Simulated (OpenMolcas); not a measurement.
**C2F6 (hexafluoroethane): levels of theory compared**

We compute a comparison of 6 runs (HF/STO-3G, B3LYP/6-31G*, BLYP/6-31G*, M06-2X/6-31G*, SVWN5/6-31G*, MP2/6-31G*) of C2F6 (hexafluoroethane). 

The results are computed with OpenMolcas 26.06.

## Step 1: The structure to begin with

C2F6: 8 atoms, total charge 0, spin state singlet. SMILES: `FC(F)(F)C(F)(F)F`. Geometry: relaxed at PBE0-D4/def2-TZVP.

Bond lengths: F1–C2 1.325 Å, C2–F3 1.325 Å, C2–F4 1.325 Å, C2–C5 1.549 Å, C5–F6 1.325 Å, C5–F7 1.325 Å, C5–F8 1.325 Å. Some angles: F1–C2–F3 109.1°, F1–C2–F4 109.1°, F1–C2–C5 109.8°, F3–C2–F4 109.1°, F3–C2–C5 109.8°, F4–C2–C5 109.8°, C2–C5–F6 109.8°, C2–C5–F7 109.8°, C2–C5–F8 109.8°, F6–C5–F7 109.1°.

## Step 2: Energy and gradient at HF/STO-3G (run 1)

File run.input:

```
* C2F6 Hartree-Fock

&GATEWAY
 BasLib
 $CurrDir
 Coord
 8
 bohr
 F      2.01363547    -1.44991127     2.17696450
 C      1.25222702    -0.75078819    -0.10376486
 F      3.01613518     0.68272025    -1.15447148
 F      0.90434733    -2.79038849    -1.51408637
 C     -1.25226481     0.75073150     0.10372707
 F     -0.90139936     2.79617105     1.50490230
 F     -2.01951251     1.44034925    -2.17790936
 F     -3.01316831    -0.67888411     1.16465711
 Basis
 STO-3G
 Group
 NoSym

&SEWARD

&SCF
 Thresholds
 1e-10 1e-07 1e-07 1e-05
 PrOrbitals
 1 2

&ALASKA
```

The basis set STO-3G is read from a file made from the Basis Set Exchange's data (not shown).

On the command line:

```sh
$ export MOLCAS_MEM=1860
$ pymolcas run.input > run.log
```

The program printed:

```text
--- Start Module: gateway ---
[...]
--- Stop Module: gateway /rc=_RC_ALL_IS_WELL_ ---
[...]
      Basis functions           40
[...]
--- Start Module: scf ---
[...]
       Convergence after  10 Iterations
[...]
::    Total SCF energy                               -663.0398300674
[...]
      Total spin, S                                     0.0000000000
[...]
      Total electronic charge=   66.000000
      Total            charge=   -0.000000
[...]
      Dipole Moment (debye):
      Origin of the operator (angstrom)=    0.0000    0.0000    0.0000
                   X= -8.3305E-05               Y= -1.2088E-04               Z= -1.0711E-04           Total=  1.8173E-04
      Quadrupole Moment (debye*angstrom):
[...]
--- Stop Module: scf /rc=_RC_ALL_IS_WELL_ ---
[...]
--- Start Module: alaska ---
[...]
 *              Molecular gradients               *
 **************************************************
  Irreducible representation: a
 ------------------------------------------------------------------------------------------
                              X                       Y                       Z
 ------------------------------------------------------------------------------------------
  F1               -1.95221696606591E-02    1.78893076759596E-02   -5.81403163421079E-02
  C2                4.61329119307807E-03   -2.79765681512911E-03   -3.96240971036868E-04
  F3               -4.50773553174280E-02   -3.64763700154853E-02    2.67965995859960E-02
  F4                8.76725521728478E-03    5.20897545717141E-02    3.59834822649461E-02
  C5               -4.63084920453238E-03    2.77633872732908E-03    3.73829446842305E-04
  F6               -8.83583282674327E-03   -5.22196965759854E-02   -3.57339334575304E-02
  F7                1.96737853787194E-02   -1.76544146920410E-02    5.81786227733332E-02
  F8                4.50118752203146E-02    3.63927371237267E-02   -2.70620433004538E-02
[...]
--- Stop Module: alaska /rc=_RC_ALL_IS_WELL_ ---
[...]
```

Wall time 5.7 s (1 thread of Intel Xeon Platinum 8259CL at 2.50GHz (Skylake/Cascade Lake), shared host); peak memory 0.38 GiB.

## Step 3: Energy and forces at B3LYP/6-31G(d) (spherical functions) (run 2)

File coord.xyz:

```xyz
8

F      1.065570    -0.767260     1.152000
C      0.662650    -0.397300    -0.054910
F      1.596070     0.361280    -0.610920
F      0.478560    -1.476610    -0.801220
C     -0.662670     0.397270     0.054890
F     -0.477000     1.479670     0.796360
F     -1.068680     0.762200    -1.152500
F     -1.594500    -0.359250     0.616310
```

File calc.inp:

```
* C2F6 Kohn-Sham DFT

&gateway
  baslib
  $CurrDir
  coord
  coord.xyz
  basis
  6-31Gs
  group
  NoSym

&seward
  gridinput
  Grid=UltraFine
  End of Grid

&scf
  ksdft
  B3LYP
  thresholds
  1e-10 1e-07 1e-07 1e-05
  prorbitals
  1 2

&alaska
```

The basis set 6-31G* is read from a file made from the Basis Set Exchange's data (not shown).

On the command line:

```sh
$ export MOLCAS_MEM=1860
$ pymolcas calc.inp > calc.log
```

The program printed:

```text
--- Start Module: gateway ---
[...]
--- Stop Module: gateway /rc=_RC_ALL_IS_WELL_ ---
[...]
      Basis functions          112
[...]
--- Start Module: scf ---
[...]
       Convergence after  12 Iterations
[...]
::    Total KS-DFT energy                            -675.2474804141
[...]
      Total spin, S                                     0.0000000000
[...]
      Total electronic charge=   66.000000
      Total            charge=   -0.000000
[...]
      Dipole Moment (debye):
      Origin of the operator (angstrom)=    0.0000    0.0000    0.0000
                   X= -1.2907E-04               Y= -1.8176E-04               Z= -1.5387E-04           Total=  2.7087E-04
      Quadrupole Moment (debye*angstrom):
[...]
--- Stop Module: scf /rc=_RC_ALL_IS_WELL_ ---
[...]
--- Start Module: alaska ---
[...]
 *              Molecular gradients               *
 **************************************************
  Irreducible representation: a
 ------------------------------------------------------------------------------------------
                              X                       Y                       Z
 ------------------------------------------------------------------------------------------
  F1               -3.65932303816230E-03    3.52679815149948E-03   -1.26836951762606E-02
  C2                1.09895815305650E-02   -6.61216807547027E-03   -9.21924383751188E-04
  F3               -9.20365810176804E-03   -8.27131660954450E-03    5.78489209370225E-03
  F4                2.50126332845663E-03    1.09780349546327E-02    7.76734690991354E-03
  C5               -1.10015312922198E-02    6.59752189790597E-03    9.05579231801290E-04
  F6               -2.50607557129962E-03   -1.09917693652548E-02   -7.72275075319051E-03
  F7                3.68253601057589E-03   -3.49484461050942E-03    1.26959210428410E-02
  F8                9.19720713379846E-03    8.26774365648042E-03   -5.82536896490460E-03
[...]
--- Stop Module: alaska /rc=_RC_ALL_IS_WELL_ ---
[...]
```

Run time: 68 s. Hardware: 1 thread of Intel Xeon Platinum 8259CL at 2.50GHz (Skylake/Cascade Lake), shared host; peak memory 0.67 GiB.

Runs 3 to 5 aren't shown in full; the table further down has their settings and results.

## Step 4: The energy at MP2/6-31G(d) (spherical functions) (run 6)

File test.inp:

```
* C2F6 MP2

&GATEWAY
  BasLib = $CurrDir
  BasisSet
  F.6-31Gs....
  F1 1.065570 -0.767260 1.152000 angstrom
  F3 1.596070 0.361280 -0.610920 angstrom
  F4 0.478560 -1.476610 -0.801220 angstrom
  F6 -0.477000 1.479670 0.796360 angstrom
  F7 -1.068680 0.762200 -1.152500 angstrom
  F8 -1.594500 -0.359250 0.616310 angstrom
  End of Basis
  BasisSet
  C.6-31Gs....
  C2 0.662650 -0.397300 -0.054910 angstrom
  C5 -0.662670 0.397270 0.054890 angstrom
  End of Basis

&SEWARD

&SCF
  Thresholds = 1e-10 1e-07 1e-07 1e-05
  PrOrbitals = 1 2

&MBPT2
  Frozen = 8
```

The basis set 6-31G* is read from a file made from the Basis Set Exchange's data (not shown).

On the command line:

```sh
$ export MOLCAS_MEM=1860
$ pymolcas test.inp > test.log
```

The program printed:

```text
--- Start Module: gateway ---
[...]
--- Stop Module: gateway /rc=_RC_ALL_IS_WELL_ ---
[...]
      Basis functions          112
[...]
--- Start Module: scf ---
[...]
       Convergence after  12 Iterations
[...]
::    Total SCF energy                               -672.3765374337
[...]
      Total spin, S                                     0.0000000000
[...]
      Total electronic charge=   66.000000
      Total            charge=   -0.000000
[...]
      Dipole Moment (debye):
      Origin of the operator (angstrom)=    0.0000    0.0000    0.0000
                   X= -1.4803E-04               Y= -2.0895E-04               Z= -1.7533E-04           Total=  3.1034E-04
      Quadrupole Moment (debye*angstrom):
[...]
--- Stop Module: scf /rc=_RC_ALL_IS_WELL_ ---
[...]
--- Start Module: mbpt2 ---
[...]
WARNING!
Default frozen orbitals as non valence orbitals is overwritten by user input.
Default values:   8
[...]
       Reference weight ( Cref**2 )         =        0.77233
::    Total MBPT2 energy                             -673.6328242235
[...]
      Total MBPT2 calculations                           1.15      1.32
--- Stop Module: mbpt2 /rc=_RC_ALL_IS_WELL_ ---
[...]
```

It took 21 s on 1 thread of Intel Xeon Platinum 8259CL at 2.50GHz (Skylake/Cascade Lake), shared host; peak memory 0.67 GiB.

## Step 5: Overview of the runs

```tsv
run	level	integration grid	task	energy (Eh)	dipole moment (D) of the reference	HOMO energy (eV)	LUMO energy (eV)	wall time
1	HF/STO-3G	–	gradient	-663.039830	0.00	-10.56	13.68	5.7 s
2	B3LYP/6-31G* (spherical functions)	UltraFine	gradient	-675.247480	0.00	-10.43	2.72	68 s
3	BLYP/6-31G* (spherical functions)	UltraFine	gradient	-675.171134	0.00	-8.57	1.95	65 s
4	M06-2X/6-31G* (spherical functions)	UltraFine	gradient	-675.038211	0.00	-12.58	4.20	72 s
5	SVWN5/6-31G* (spherical functions)	UltraFine	gradient	-670.813958	0.00	-8.90	1.36	50 s
6	MP2/6-31G* (spherical functions)	–	energy	-673.632824	0.00	-15.91	7.97	21 s
```

## Step 6: Summary of results

| quantity | value |
| --- | --- |
| run 6: total energy | -673.63282 Eh |
| run 6: dipole moment (mean-field density) | 0.00 D |
| run 6: HOMO energy (Hartree–Fock orbitals) | -15.91 eV |
| run 6: LUMO energy (Hartree–Fock orbitals) | 7.97 eV |
| run 6: HOMO–LUMO gap (Hartree–Fock orbitals) | 23.89 eV |
| run 6: correlation energy (8 core orbitals frozen) | -1256.3 mEh |

What this shows: Over runs 1, 2, 3, 4, 5 the HOMO–LUMO gap runs from 10.26 eV (SVWN5/6-31G*) to 24.23 eV (HF/STO-3G). The two ends differ in method and basis. Totals of different functionals can't be ranked against each other. In run 1 the basis is minimal, so the values are rough. All runs together took 4.7 min, the longest 72 s.
